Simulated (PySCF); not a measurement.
# [La(NH3)3]2+: other functionals and bases at one geometry

The task here is to estimate one member of a computed series from the others.

Computed with PySCF 2.14.0. Level: several levels, as the steps say, no spin–orbit coupling.

1 further run of the same task is left out (for a known fault of the program).

### The starting structure

13 atoms, charge 2, spin multiplicity 1.

Bond lengths: La1–N2 2.779 Å, La1–N6 2.779 Å, La1–N10 2.779 Å, N2–H3 1.027 Å, N2–H4 1.027 Å, N2–H5 1.027 Å, N6–H7 1.027 Å, N6–H8 1.027 Å, N6–H9 1.027 Å, N10–H11 1.027 Å, N10–H12 1.027 Å, N10–H13 1.027 Å. Angles: N2–La1–N6 120.0°, N2–La1–N10 120.0°, N6–La1–N10 120.0°, La1–N2–H3 115.0°, La1–N2–H4 115.0°, La1–N2–H5 115.0°, H3–N2–H4 103.4°, H3–N2–H5 103.4°, H4–N2–H5 103.4°, La1–N6–H7 115.0°, La1–N6–H8 115.0°, La1–N6–H9 115.0°, H7–N6–H8 103.4°, H7–N6–H9 103.4°, H8–N6–H9 103.4°, La1–N10–H11 115.0°, La1–N10–H12 115.0°, La1–N10–H13 115.0° and more.

As a file:

```xyz
13
charge 2, multiplicity 1
La    0.0000    0.0000    0.0000
N     2.7792    0.0001    0.0000
H     3.2134   -0.4652    0.8057
H     3.2134   -0.4652   -0.8057
H     3.2133    0.9304    0.0000
N    -1.3897    2.4068    0.0000
H    -1.2038    3.0156    0.8057
H    -1.2038    3.0156   -0.8057
H    -2.4124    2.3176    0.0000
N    -1.3895   -2.4069    0.0000
H    -2.0096   -2.5503    0.8057
H    -2.0096   -2.5503   -0.8057
H    -0.8009   -3.2480    0.0000
```

Formal oxidation states: La +2. Each metal's 1 4f electrons lie in its core potential, so multiplicities, spins and levels count the valence alone. For divalent La, Ce, Gd or Lu the extra electron is normally 5d or 6s, so this core forces an excited configuration. An earlier session relaxed this geometry at PBE0, La lcecp-0-SVP with ECP47, N def2-SVP, H def2-SVP (singlet, point group C3h).

At PBE0 on the finer grid: E = -195.025702 Eh, frontier levels not given, since the 4f levels lie in the core, Mulliken charge on La1 +1.38 e, largest force component 0.010 eV/Å. 

Levels to run: HF; PBE; PBE0, TZVP. Hardware: 2 threads of Arm Neoverse V1, shared host.

Set-up of the first run:

The input, run.py (the lines that set the calculation):

```python
mol = gto.M(atom='''
La     0.00000     0.00000     0.00000
N      2.77917     0.00009     0.00000
H      3.21344    -0.46525     0.80567
H      3.21344    -0.46525    -0.80567
H      3.21330     0.93042     0.00000
N     -1.38966     2.40679     0.00000
H     -1.20380     3.01555     0.80567
H     -1.20380     3.01555    -0.80567
H     -2.41242     2.31759     0.00000
N     -1.38951    -2.40688     0.00000
H     -2.00964    -2.55030     0.80567
H     -2.00964    -2.55030    -0.80567
H     -0.80089    -3.24801     0.00000''',
    basis={'La': 'lcecp-0-SVP', 'N': 'def2-SVP', 'H': 'def2-SVP'},
    ecp={'La': 'lcecp-0-SVP'},
    charge=2, spin=0)
mf = scf.RHF(mol)
mf = mf.density_fit()  # fitting sets: La AutoAux, N def2-universal-JKFIT, H def2-universal-JKFIT
mf.conv_tol = 1e-08; mf.max_cycle = 55
mf.kernel(dm0)  # dm0: the density of the relaxed state
```

Started as:

```
$ OMP_NUM_THREADS=2 python run.py
```

Steps of the session up to this table: HF; PBE; PBE0, TZVP.

One table of the session follows, with a row left open; its other results are not shown here.

```
              level  charge on La1 (e)  largest force component (eV/Å)
PBE0 (relaxed here)               1.38                            0.01
                 HF               1.57                            1.09
                PBE                  ?                               ?
         PBE0, TZVP               1.64                            0.44
```

**Question.** Estimate the row for PBE.

**Answer.** charge on La1 (e): 1.28; largest force component (eV/Å): 0.46. In the column «charge on La1 (e)» it is the lowest.

The largest leftover force, 1.09 eV/Å with HF, stands at a geometry relaxed at another level. With 4f in the core, its levels are missing from HOMO and gap, and its count is fixed, so no charge can pass from the ligands into it. Total energies of different levels can't be compared.
